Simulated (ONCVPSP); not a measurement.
# An ONCV potential for germanium, from input to tests

Task: generate the file, and judge it by its errors in other configurations, its logarithmic derivatives, its ghosts and its cutoff.

The numbers are computed with ONCVPSP 4.0.1.1 (patched build) (LDA (Perdew-Wang 92), scalar-relativistic, spin-unpolarised reference atom).

## Step 1: The atom and the settings

The settings as typed:

* element: germanium (Ge, Z = 32)
* type: optimised norm-conserving Vanderbilt (ONCV)
* frozen core: [Ar]
* valence charge: 14
* reference configuration: 3d10 4s2 4p0.5 (charge +1.5)
* partial waves: 4s: rc 1.55 bohr, ncon 4, nbas 9, qcut 3.8 1/bohr, 3 projectors, debl 0.9 Ha; 4p: rc 2.25 bohr, ncon 3, nbas 6, qcut 2.9 1/bohr, 2 projectors, debl 3.8 Ha; 3d: rc 1.20 bohr, ncon 4, nbas 8, qcut 13.8 1/bohr, 2 projectors, debl 3 Ha
* local potential: polynomial inside 1.15 bohr (lpopt 4, dvloc0 3 Ha)
* core correction: Teter function, parameters optimised by the program

The nodes and maxima of the atom's own shells, from an earlier all-electron run, set the scale for the radii.

All-electron outer shells of the reference configuration (LDA (PZ), scalar-relativistic, ld1.x):

| shell | level (eV) | outermost node (bohr) | outermost maximum (bohr) |
| --- | --- | --- | --- |
| 3s | -182.10 | 0.26 | 0.54 |
| 3p | -129.75 | 0.23 | 0.54 |
| 3d | -43.87 | – | 0.50 |
| 4s | -24.76 | 0.77 | 1.69 |
| 4p | -15.68 | 0.82 | 2.01 |

## Step 2: The generation run

The input, Ge.dat:

```
# ATOM AND REFERENCE CONFIGURATION
# atsym  z   nc   nv     iexc    psfile
  Ge 32.00    5    3  -001012      upf
#
#   n    l    f
    1    0    2.00
    2    0    2.00
    2    1    6.00
    3    0    2.00
    3    1    6.00
    3    2   10.00
    4    0    2.00
    4    1    0.50
#
# PSEUDOPOTENTIAL AND OPTIMIZATION
# lmax
    2
#
#   l,   rc,      ep,       ncon, nbas, qcut
    0    1.55    0.00    4    9    3.80
    1    2.25    0.00    3    6    2.90
    2    1.20    0.00    4    8   13.80
#
# LOCAL POTENTIAL
# lloc, lpopt,  rc(5),   dvloc0
    4    4    1.15    3.00
#
# VANDERBILT-KLEINMAN-BYLANDER PROJECTORs
# l, nproj, debl
    0    3    0.90
    1    2    3.80
    2    2    3.00
#
# MODEL CORE CHARGE
# icmod, fcfact, rcfact
    4    0.25    0.00
#
# LOG DERIVATIVE ANALYSIS
# epsh1, epsh2, depsh
   -3.00    5.00    0.02
#
# OUTPUT GRID
# rlmax, drl
    6.00    0.01
#
# TEST CONFIGURATIONS
# ncnf
    4
# nvcnf
#   n    l    f
    3
    3    2   10.00
    4    0    2.00
    4    1    2.00
#
    3
    3    2   10.00
    4    0    2.00
    4    1    1.00
#
    3
    3    2   10.00
    4    0    2.00
    4    1    0.00
#
    3
    3    2   10.00
    4    0    1.00
    4    1    3.00
#
```

On the command line:

```console
$ oncvpsp.x < Ge.dat > Ge.out
```

Q: Predict the outcome of this session. Wanted: cutoffs for 1 and 0.1 mHa per electron, occupied waves; bound ghosts; GHOST(+) flags; largest test error; largest phase difference near zero energy, channels read; rms error of d²Exc/dn², without and with the model core; projector energies reset by the program.

As calculated:

| quantity | value |
| --- | --- |
| cutoffs for 1 and 0.1 mHa per electron, occupied waves | 75 Ha and 84 Ha |
| bound ghosts | s at -155.21 eV |
| GHOST(+) flags | s at 418 eV, s at 908 eV |
| largest test error (AE − PS) | -3.5 meV, for 3d10 4s2 4p2 |
| largest phase difference near zero energy, channels read | 0.002 rad |
| rms error of d²Exc/dn², without and with the model core | 6.69 and 0.35 mHa |
| projector energies reset by the program | s: -0.910, 0.250, 1.150 Ha |

**Reading.** It has a bound ghost (s), a state that the atom doesn't have, and that rules the file out. The worst unpolarised test, 3d10 4s2 4p2, is off by 3.5 meV on 14.4 eV; by total energies transferability rates as very good. Atomic tests can pass in spite of a ghost, since they solve only for the levels asked. It counts as very hard, with 75 Ha needed at the looser tolerance. At the looser tolerance the 3d wave is the slowest; 4s needs 14 Ha. Near zero energy the phases of the channels with partial waves agree within 0.002 rad. The program also flags highly localised states, GHOST(+) (s). All of this concerns the isolated atom, not yet a solid.
